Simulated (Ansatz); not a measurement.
# FH₂NSn: an energy map over two coordinates

Aim: map the energy of FH₂NSn, SMILES [NH2][Sn][F] over two coordinates, and find its wells, ridges and stiffness.

Computed with Ansatz 0.2.0. Level: RKS CAM-B3LYP-D4/def2-TZVP.

## (1) The starting structure

SMILES `[NH2][Sn][F]`, 5 atoms, charge 0, spin multiplicity 1.

Atoms are counted from 1 here; the program's logs count them from 0.

Bond lengths: N1–Sn2 2.048 Å, N1–H4 1.026 Å, N1–H5 1.023 Å, Sn2–F3 1.989 Å. Angles: Sn2–N1–H4 119.2°, Sn2–N1–H5 129.0°, H4–N1–H5 111.8°, N1–Sn2–F3 90.6°.

As a file:

```csv
atom,x (Å),y (Å),z (Å)
N1,-0.56823,0.33174,-0.41040
Sn2,-0.26636,-1.07668,1.04530
F3,1.67913,-0.66535,1.06891
H4,0.23252,0.86917,-0.76056
H5,-1.44041,0.60482,-0.87089
```

This geometry comes from a loose relaxation at PBE in a small basis, which is not shown.

## (3) Plan of the scan

First coordinate, umbrella angle at N1 (between each of its bonds and their common axis; 90 is planar): 15 values from 66.0 to 114.0 °. Second coordinate, change of the bonds N1–Sn2, N1–H4, N1–H5, all alike: 15 values from −0.147 to 0.228 Å.

Nothing else is relaxed (all other coordinates rigid). Energies count from the relaxed molecule at the same level. Points are written as (first, second).

(The set-up runs are not shown.)

## (4) The run at (90.0°, 0.013 Å)

File input.yaml:

```yaml
crystal:
  periodic: [false, false, false]
  atoms:
    - { symbol: "N", position_ang: [-0.547147, 0.333569, -0.406403] }
    - { symbol: Sn, position_ang: [-0.260246, -1.054913, 1.024365] }
    - { symbol: F, position_ang: [1.655589, -0.686606, 1.085009] }
    - { symbol: H, position_ang: [0.227857, 0.886499, -0.779768] }
    - { symbol: H, position_ang: [-1.437131, 0.577176, -0.842876] }
basis:
  gaussian: { orbitals: def2-TZVP }
hamiltonian:
  xc: { name: CAM-B3LYP }
  dispersion: d4
output:
  forces: true
```

The run is started by

```
$ ansatz run input.yaml --threads 1 --pin off --max-ram 2560MiB --backend cpu --events-out ev --progress --plain --runs-dir out
```

Further runs follow: the other points that were computed.

What does the calculation give? Wanted: lowest point; highest computed point; dipole moment.

The runs gave:

| quantity | value |
| --- | --- |
| lowest point | (90.0°, 0.013 Å), 0.009 eV |
| highest computed point | (66.0°, −0.147 Å), 2.29 eV above the lowest |
| dipole moment (D) | 2.88 at (90.0°, 0.147 Å) to 3.42 at (66.0°, 0.228 Å); 2.99 at the lowest point |
| time for the whole task | 15 min on 1 thread, shared host |

In words: The lowest computed point is at (90.0°, 0.013 Å), 0.009 eV from the relaxed molecule at the same level. The grid is coarse, so the lowest point of the scanned range may lie between grid points; coordinates that were held can hide deeper minima. The grid shows no well of another kind. The highest computed point, (66.0°, −0.147 Å), lies 2.29 eV above the lowest. Round the minimum the two coordinates are nearly uncoupled.
